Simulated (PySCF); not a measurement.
# C3H7BSi: electronic excitations and core binding energies

What electronic excitations and core binding energies should C3H7BSi (`B[C@@H]([SiH3])C#C`) show?

Computed with PySCF 2.14.0, with density-fitted response routines of our own, on a single molecule in the gas phase. Atoms count from 0, in the outputs and in this text.

## (1) The starting structure

12 atoms, charge 0, multiplicity 1; geometry from: GFN2-xTB.

Bonds of the start (Å): B0–C1 1.55, C1–Si2 1.94, C1–C3 1.44, C3–C4 1.20, B0–H5 1.17, B0–H6 1.17, C1–H7 1.09, Si2–H8 1.47, Si2–H9 1.46, Si2–H10 1.46, C4–H11 1.05.

## (2) Excited states and response: B3LYP/def2-SVPD

What the job is given:

```
{"job": {"kind": "uv", "xc": "B3LYP", "basis": "def2-SVPD", "nstates": 8, "ntriplets": 3}, "charge": 0, "multiplicity": 1}
B      0.584749    -1.498536     0.545792
C      0.159163    -0.391894    -0.448461
Si    -1.528882     0.261356     0.244897
C      1.035522     0.745152    -0.561930
C      1.769805     1.687669    -0.653856
H      1.294858    -1.252628     1.442920
H      0.159237    -2.581638     0.414966
H     -0.069312    -0.764563    -1.451526
H     -2.001125     1.275043    -0.701537
H     -1.339114     0.860131     1.565604
H     -2.491765    -0.840353     0.315943
H      2.428063     2.499575    -0.738840
```

With the program's defaults for keys left out, this is: TDDFT B3LYP/def2-SVPD, vertical, gas phase, core orbitals frozen in the response.

Command:

```bash
$ OMP_NUM_THREADS=1 python probes_run.py task.json out
```

One launch serves the whole session: the jobs run in the order shown.

The log of the run:

```text
coarse grid: 10312 points
cycle   1  E = -432.5030910160  dE =  2.968e-01  |g| = 3.805e-01  |ddm| = 1.026e+01
cycle   2  E = -432.5023341579  dE =  7.569e-04  |g| = 3.743e-01  |ddm| = 2.429e+00
cycle   3  E = -432.5444048166  dE = -4.207e-02  |g| = 4.179e-02  |ddm| = 8.513e-01
cycle   4  E = -432.5447551969  dE = -3.504e-04  |g| = 2.948e-02  |ddm| = 1.237e-01
cycle   5  E = -432.5449620779  dE = -2.069e-04  |g| = 1.000e-02  |ddm| = 4.971e-02
cycle   6  E = -432.5449872886  dE = -2.521e-05  |g| = 1.978e-03  |ddm| = 2.694e-02
cycle   7  E = -432.5449884136  dE = -1.125e-06  |g| = 2.790e-04  |ddm| = 4.477e-03
final grid: 94368 points
cycle   8  E = -432.6126660223  dE = -2.441e-05  |g| = 2.946e-03  |ddm| = 1.272e-01
cycle   9  E = -432.6126648192  dE =  1.203e-06  |g| = 3.668e-03  |ddm| = 1.139e-02
cycle  10  E = -432.6126683585  dE = -3.539e-06  |g| = 9.569e-04  |ddm| = 5.692e-03
cycle  11  E = -432.6126685801  dE = -2.216e-07  |g| = 2.242e-04  |ddm| = 1.432e-03
cycle  12  E = -432.6126685927  dE = -1.261e-08  |g| = 5.610e-05  |ddm| = 3.685e-04
cycle  13  E = -432.6126685935  dE = -8.256e-10  |g| = 1.159e-05  |ddm| = 1.280e-04
converged SCF energy = -432.6126685935

Static polarisability (au): isotropic 76.578, principal 60.975 74.869 93.890

Singlet excitations
state   eV       nm        f      main configurations
  1   4.4052    281.4   0.01156   H->L 0.95
  2   4.8687    254.7   0.01687   H-1->L 0.95
  3   6.0315    205.6   0.00436   H-2->L 0.90, H-3->L 0.09
  4   6.3017    196.7   0.00814   H->L+2 0.60, H->L+1 0.11, H->L+4 0.10
  5   6.4066    193.5   0.03032   H->L+1 0.77, H-1->L+2 0.10
  6   6.6491    186.5   0.00760   H-1->L+1 0.62, H-1->L+2 0.12
  7   6.7478    183.7   0.00521   H->L+3 0.41, H-1->L+2 0.20, H-1->L+1 0.09
  8   6.8071    182.1   0.03813   H-3->L 0.74, H-6->L 0.08

Triplet excitations (Tamm-Dancoff, eV): 4.1129 4.6422 5.3822
```

Wall time 16 s (1 thread of Arm Neoverse V1, shared host); peak memory 0.68 GiB.

Frontier orbitals and where they lie:

| orbital | eV | atoms |
| --- | --- | --- |
| HOMO−3 | -9.69 | Si2 24 %, H8 21 %, B0 15 % |
| HOMO−2 | -9.35 | B0 35 %, H5 22 %, H6 12 % |
| HOMO−1 | -7.61 | C4 40 %, C3 39 %, C1 8 % |
| HOMO | -7.20 | C4 37 %, C3 32 %, C1 12 % |
| LUMO | -1.86 | B0 48 %, C1 13 %, Si2 11 % |
| LUMO+1 | 0.06 | Si2 31 %, B0 11 %, C1 10 % |
| LUMO+2 | 0.25 | Si2 32 %, H10 13 %, C4 12 % |

With each of the 8 states as a Gaussian band of 0.4 eV half-width at 1/e, the curve within the window shown has maxima at 261 nm (ε 850), 187 nm (ε 2,900) L/(mol cm). Beyond the last state computed it falls off for lack of states. The curve at chosen wavelengths:

```csv
nm,ε (L/mol/cm)
174,1120
180,2289
186,2848
192,2596
198,1878
204,1094
210,525
216,220
222,107
228,122
234,238
240,423
246,621
253,787
259,845
265,836
271,784
277,708
283,613
289,507
295,397
301,294
307,205
313,136
319,86
325,52
```

Further results of this job:

| property | computed |
| --- | --- |
| dipole moment (D) | 0.82 |
| polarisability (Å³) | 11.35 |
| HOMO–LUMO gap (eV) | 5.34 |
| −ε(HOMO) (eV) | 7.20 |

## (3) Core-electron binding energies: SCAN, X2C

The job, as its differences from that of step 2:

```diff
@@ -1,2 +1,2 @@
-{"job": {"kind": "uv", "xc": "B3LYP", "basis": "def2-SVPD", "nstates": 8, "ntriplets": 3}, "charge": 0, "multiplicity": 1}
+{"job": {"kind": "xps"}, "charge": 0, "multiplicity": 1}
 B      0.584749    -1.498536     0.545792
```

Level: delta-SCF UKS SCAN, pcX-2 on the ionised atom, pcseg-1 elsewhere, spin-free X2C.

The log of the run:

```text
ground state, core basis on atom 0 (B), 140 functions
  cycle   1  E = -433.20129128  |g| = 4.33e-01
  cycle   2  E = -433.18864269  |g| = 4.67e-01
  cycle   3  E = -433.25668064  |g| = 5.31e-02
  cycle   4  E = -433.25732372  |g| = 3.58e-02
  cycle   5  E = -433.25757606  |g| = 1.72e-02
  cycle   6  E = -433.25765817  |g| = 3.51e-03
  cycle   7  E = -433.25765967  |g| = 8.96e-04
  cycle   8  E = -433.25766038  |g| = 2.35e-04
  E(ground) = -433.29483886 Eh
hole in B 1s of atom 0
  cycle   1  E = -425.64238421  |g| = 1.15e+00
  cycle   2  E = -423.73306854  |g| = 1.95e+00
  cycle   3  E = -425.80375436  |g| = 6.11e-01
  cycle   4  E = -425.98097062  |g| = 3.59e-01
  cycle   5  E = -426.03900389  |g| = 2.33e-01
  cycle   6  E = -426.06834524  |g| = 5.92e-02
  cycle   7  E = -426.06967694  |g| = 6.68e-02
  cycle   8  E = -426.07168417  |g| = 4.61e-02
  cycle   9  E = -426.07305725  |g| = 2.93e-02
  cycle  10  E = -426.07373525  |g| = 4.79e-03
  cycle  11  E = -426.07375818  |g| = 4.31e-03
  cycle  12  E = -426.07377652  |g| = 1.53e-03
  cycle  13  E = -426.07378396  |g| = 5.78e-04
  cycle  14  E = -426.07378501  |g| = 2.95e-04
  E(ion) = -426.11040999 Eh   <S^2> = 1.1853   hole on atom = 1.000   binding energy = 195.498 eV
ground state, core basis on atom 1 (C), 140 functions
  cycle   1  E = -433.26699450  |g| = 5.73e-02
  cycle   2  E = -433.26696506  |g| = 1.77e-02
  cycle   3  E = -433.26688543  |g| = 2.50e-02
  cycle   4  E = -433.26702676  |g| = 8.83e-03
  cycle   5  E = -433.26704858  |g| = 5.71e-04
  cycle   6  E = -433.26705040  |g| = 1.42e-04
  E(ground) = -433.30322598 Eh
hole in C 1s of atom 1
  cycle   1  E = -422.00212141  |g| = 1.52e+00
  cycle   2  E = -421.02384715  |g| = 1.97e+00
  cycle   3  E = -422.34891695  |g| = 6.69e-01
  cycle   4  E = -422.43959439  |g| = 5.07e-01
  cycle   5  E = -422.57843336  |g| = 7.68e-02
  cycle   6  E = -422.58072914  |g| = 2.25e-02
  cycle   7  E = -422.58102572  |g| = 6.03e-03
  cycle   8  E = -422.58105652  |g| = 2.42e-03
  cycle   9  E = -422.58106867  |g| = 1.67e-03
  cycle  10  E = -422.58107741  |g| = 1.06e-03
  cycle  11  E = -422.58108357  |g| = 6.63e-04
  cycle  12  E = -422.58108616  |g| = 3.70e-04
  E(ion) = -422.61588281 Eh   <S^2> = 0.7697   hole on atom = 1.000   binding energy = 290.817 eV
ground state, core basis on atom 2 (Si), 151 functions
  cycle   1  E = -433.35964144  |g| = 2.86e-01
  cycle   2  E = -433.35969854  |g| = 3.44e-02
  cycle   3  E = -433.35963771  |g| = 2.90e-02
  cycle   4  E = -433.35974468  |g| = 1.48e-02
  cycle   5  E = -433.35980117  |g| = 4.01e-03
  cycle   6  E = -433.35980726  |g| = 2.69e-04
  E(ground) = -433.35419618 Eh
hole in Si 1s of atom 2
  cycle   1  E = -364.42063860  |g| = 4.35e+00
  cycle   2  E = -363.86224460  |g| = 2.38e+00
  cycle   3  E = -364.25461684  |g| = 1.36e+00
  cycle   4  E = -365.30322040  |g| = 5.58e-01
  cycle   5  E = -365.31493695  |g| = 5.50e-01
  cycle   6  E = -365.48111866  |g| = 7.16e-02
  cycle   7  E = -365.48333058  |g| = 3.03e-02
  cycle   8  E = -365.48382661  |g| = 7.60e-03
  cycle   9  E = -365.48385541  |g| = 2.10e-03
  cycle  10  E = -365.48385766  |g| = 7.80e-04
  cycle  11  E = -365.48385780  |g| = 3.22e-04
  E(ion) = -365.48599977 Eh   <S^2> = 0.7527   hole on atom = 1.000   binding energy = 1846.788 eV
hole in Si 2p of atom 2
  cycle   1  E = -429.07751258  |g| = 1.23e+00
  cycle   2  E = -428.64910938  |g| = 1.28e+00
  cycle   3  E = -429.25399857  |g| = 4.86e-01
  cycle   4  E = -429.36262861  |g| = 2.84e-01
  cycle   5  E = -429.39297547  |g| = 1.51e-01
  cycle   6  E = -429.40553271  |g| = 1.94e-02
  cycle   7  E = -429.40574418  |g| = 5.49e-03
  cycle   8  E = -429.40576398  |g| = 2.11e-03
  cycle   9  E = -429.40576552  |g| = 9.14e-04
  cycle  10  E = -429.40576732  |g| = 5.13e-04
  cycle  11  E = -429.40576733  |g| = 3.27e-04
  E(ion) = -429.41126745 Eh   <S^2> = 0.7532   hole on atom = 1.002   binding energy = 107.293 eV
  2p3/2 = 107.066 eV   2p1/2 = 107.690 eV
ground state, core basis on atom 3 (C), 140 functions
  cycle   1  E = -433.27064819  |g| = 5.96e-02
  cycle   2  E = -433.27055729  |g| = 3.02e-02
  cycle   3  E = -433.27031050  |g| = 4.40e-02
  cycle   4  E = -433.27078073  |g| = 1.05e-02
  cycle   5  E = -433.27081318  |g| = 1.18e-03
  cycle   6  E = -433.27081340  |g| = 2.24e-04
  E(ground) = -433.30759209 Eh
hole in C 1s of atom 3
  cycle   1  E = -422.02231770  |g| = 1.51e+00
  cycle   2  E = -420.97728621  |g| = 2.01e+00
  cycle   3  E = -422.25297122  |g| = 8.50e-01
  cycle   4  E = -422.51258721  |g| = 3.60e-01
  cycle   5  E = -422.58489953  |g| = 1.05e-01
  cycle   6  E = -422.59171835  |g| = 2.85e-02
  cycle   7  E = -422.59242650  |g| = 1.29e-02
  cycle   8  E = -422.59272777  |g| = 8.35e-03
  cycle   9  E = -422.59295396  |g| = 5.21e-03
  cycle  10  E = -422.59304976  |g| = 2.79e-03
  cycle  11  E = -422.59306559  |g| = 1.38e-03
  cycle  12  E = -422.59306931  |g| = 7.54e-04
  cycle  13  E = -422.59307014  |g| = 3.52e-04
  E(ion) = -422.62863501 Eh   <S^2> = 0.8567   hole on atom = 1.000   binding energy = 290.589 eV
ground state, core basis on atom 4 (C), 140 functions
  cycle   1  E = -433.27029336  |g| = 6.43e-02
  cycle   2  E = -433.26860265  |g| = 8.72e-02
  cycle   3  E = -433.27002216  |g| = 4.57e-02
  cycle   4  E = -433.27055880  |g| = 7.13e-03
  cycle   5  E = -433.27057408  |g| = 4.95e-04
  E(ground) = -433.30729166 Eh
hole in C 1s of atom 4
  cycle   1  E = -422.04175166  |g| = 1.50e+00
  cycle   2  E = -420.87232829  |g| = 1.99e+00
  cycle   3  E = -422.43117346  |g| = 5.96e-01
  cycle   4  E = -422.55348648  |g| = 3.48e-01
  cycle   5  E = -422.61393741  |g| = 1.07e-01
  cycle   6  E = -422.61984056  |g| = 5.00e-02
  cycle   7  E = -422.62109460  |g| = 1.17e-02
  cycle   8  E = -422.62129629  |g| = 6.58e-03
  cycle   9  E = -422.62140641  |g| = 4.52e-03
  cycle  10  E = -422.62144999  |g| = 1.77e-03
  cycle  11  E = -422.62145248  |g| = 7.84e-04
  cycle  12  E = -422.62145329  |g| = 1.98e-04
  E(ion) = -422.65699522 Eh   <S^2> = 0.8176   hole on atom = 1.000   binding energy = 289.809 eV
```

Run time: 49 s. Hardware: 1 thread of Arm Neoverse V1, shared host; peak memory 0.45 GiB.

The holes in one table. −ε is the ground-state orbital energy:

| hole | stands for | environment | ΔSCF (eV; 2p as the shell's mean) | −ε (eV) | ⟨S²⟩ |
| --- | --- | --- | --- | --- | --- |
| B1s on B0 | B0 | boron bonded to C, 2 H | 195.50 (doubtful) | 180.3 | 1.185 |
| C1s on C1 | C1 | propargylic sp3 CH bonded to B and Si | 290.82 | 274.2 | 0.770 |
| Si1s on Si2 | Si2 | silicon bonded to C, 3 H | 1846.79 | 1793.7 | 0.753 |
| Si2p on Si2 | Si2 | silicon bonded to C, 3 H | 107.27 | 96.6 | 0.753 |
| C1s on C3 | C3 | alkyne carbon | 290.59 (doubtful) | 273.7 | 0.857 |
| C1s on C4 | C4 | terminal alkyne carbon | 289.81 | 273.2 | 0.818 |

Doubtful: the ion did not converge, its hole moved, or its ⟨S²⟩ is well above 0.75.

With the spin-orbit splitting: Si2 2p3/2 107.07, 2p1/2 107.69 eV. The table gives each 2p level as the mean over the whole 2p shell (two parts 2p3/2, one part 2p1/2), which differs a little from the single hole in the log.

## (4) What came out

| quantity | value |
| --- | --- |
| lowest singlet (B3LYP/def2-SVPD) | 4.41 eV (281 nm), f = 0.012 |
| brightest single state of those computed | state 8, 6.81 eV, f = 0.038 |
| lowest triplet | 4.11 eV |
| C1s binding energies, SCAN/pcX-2 (standing for 2 of 3 atoms) | C1 290.82, C4 289.81 eV |
| Si1s binding energies, SCAN/pcX-2 | Si2 1846.79 eV |
| Si2p binding energies, SCAN/pcX-2 | Si2 107.27 eV |

The lowest singlet, at 4.41 eV, is HOMO→LUMO 0.95 and is weak; of the 8 states computed, the strongest absorption comes from state 8 at 6.81 eV (the last computed, so partners may be missing). The lowest triplet lies 0.29 eV below the lowest singlet (triplets in Tamm-Dancoff, singlets in full TDDFT). C1 (propargylic sp3 CH bonded to B and Si) binds its C1s electron 1.01 eV more tightly than C4 (terminal alkyne carbon). Only 2 of the 3 C atoms are covered by sound results.
